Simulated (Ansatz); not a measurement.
This script for Ansatz's Python interface starts 3 runs on Li3Cu, space group I4/mmm. What input does the engine get in each?

`li3cu_drho.py`
```python
'''Density of Li3Cu less that of its sublattices.'''

import warnings

import ansatz as az
import numpy as np

vectors0 = np.array([
    [-2.023378, 2.023378, 3.592203],
    [2.023378, -2.023378, 3.592203],
    [2.023378, 2.023378, -3.592203],
])
sites = [
    ('Li', (0.75, 0.25, 0.5)),
    ('Li', (0.25, 0.75, 0.5)),
    ('Li', (0.5, 0.5, 0.0)),
    ('Cu', (0.0, 0.0, 0.0)),
]


def build(cell):
    crystal = az.Crystal(lattice=az.Lattice.of(cell))
    for symbol, position in sites:
        crystal = crystal.atom(symbol, position)
    return crystal

warnings.simplefilter('ignore', az.DeckWarning)

# one cutoff and one grid for all runs, so that the fields can be subtracted
def solve(crystal):
    return (
        crystal.calculation()
        .functional('lda')
        .occupations(az.OccupationsMethod.METHFESSEL_PAXTON, width=0.15)
        .scf(tolerance=1e-09)
        .basis(460, grid_basis='typed')
        .kpoints(8, 8, 8)
        .density()
        .run(threads=1)
    )


whole = solve(build(vectors0))
difference = whole.density().channels[0].density_e_per_ang3.copy()
binding = whole.report['free_energy_ev']
for element in ['Li', 'Cu']:
    part = az.Crystal(lattice=az.Lattice.of(vectors0))
    for symbol, position in sites:
        if symbol == element:
            part = part.atom(symbol, position)
    alone = solve(part)
    difference -= alone.density().channels[0].density_e_per_ang3
    binding -= alone.report['free_energy_ev']
    print(f'{element} sublattice: {alone.report["n_electrons"]:g} electrons, {alone.report["n_iterations"]} iterations')

voxel = abs(np.linalg.det(vectors0)) / difference.size
print(f'energy of the crystal less its unpolarised sublattices: {binding / len(sites):.4f} eV/atom')
print(f'net charge of the difference {difference.sum() * voxel:.5f} e, charge rearranged {0.5 * np.abs(difference).sum() * voxel:.3f} e')
print(f'extremes {difference.min():.4f} and {difference.max():.4f} e/A^3')
for (symbol, position) in sites:
    index = tuple(int(round(p * n)) % n for p, n in zip(position, difference.shape))
    print(f'  change of the pseudo-density at the grid point nearest {symbol}: {difference[index]:+.4f} e/A^3')
```

Run 1:
```yaml
crystal:
  lattice:
    - [-2.023378, 2.023378, 3.592203]
    - [2.023378, -2.023378, 3.592203]
    - [2.023378, 2.023378, -3.592203]
  atoms:
    - { symbol: Li, position: [0.75, 0.25, 0.5] }
    - { symbol: Li, position: [0.25, 0.75, 0.5] }
    - { symbol: Li, position: [0.5, 0.5, 0.0] }
    - { symbol: Cu, position: [0.0, 0.0, 0.0] }
basis:
  ecutwfc: 460.0
  fft_grid_basis: typed
kpoints:
  mp_grid:
    grid: [8, 8, 8]
hamiltonian:
  xc: lda
scf:
  convergence:
    dr2_threshold: 1.0e-09
  occupations:
    method: methfessel_paxton
    width: 0.15
output:
  write_density: true
```

Run 2, against run 1:
```diff
-    - { symbol: Cu, position: [0.0, 0.0, 0.0] }
```

Run 3, against run 1:
```diff
-    - { symbol: Li, position: [0.75, 0.25, 0.5] }
-    - { symbol: Li, position: [0.25, 0.75, 0.5] }
-    - { symbol: Li, position: [0.5, 0.5, 0.0] }
```

```console
$ python li3cu_drho.py
Li sublattice: 9 electrons, 7 iterations
Cu sublattice: 19 electrons, 8 iterations
energy of the crystal less its unpolarised sublattices: -1.1035 eV/atom
net charge of the difference -0.00000 e, charge rearranged 0.382 e
extremes -0.6929 and 0.0277 e/A^3
  change of the pseudo-density at the grid point nearest Li: -0.0103 e/A^3
  change of the pseudo-density at the grid point nearest Li: -0.0103 e/A^3
  change of the pseudo-density at the grid point nearest Li: -0.0261 e/A^3
  change of the pseudo-density at the grid point nearest Cu: -0.6929 e/A^3
```

Notes:
- The mesh is modest for a metal, so energies can be off by several to tens of meV an atom and pressures by half a GPa or more; differences at equal mesh fare better.
- The fields are valence quantities on the plane-wave grid; their values near the nuclei depend on the potentials.
- The structure comes from a database of computed cells and needn't be a stable or known phase.
- Charge moved counts every rearrangement, bonding and polarisation too, and is no transfer between atoms; the bare sublattices are artificial references. Values near the nuclei depend on the potentials.
- Timing: 10 s on 1 thread of Arm Neoverse V1, on a shared host, peak memory 0.41 GiB.
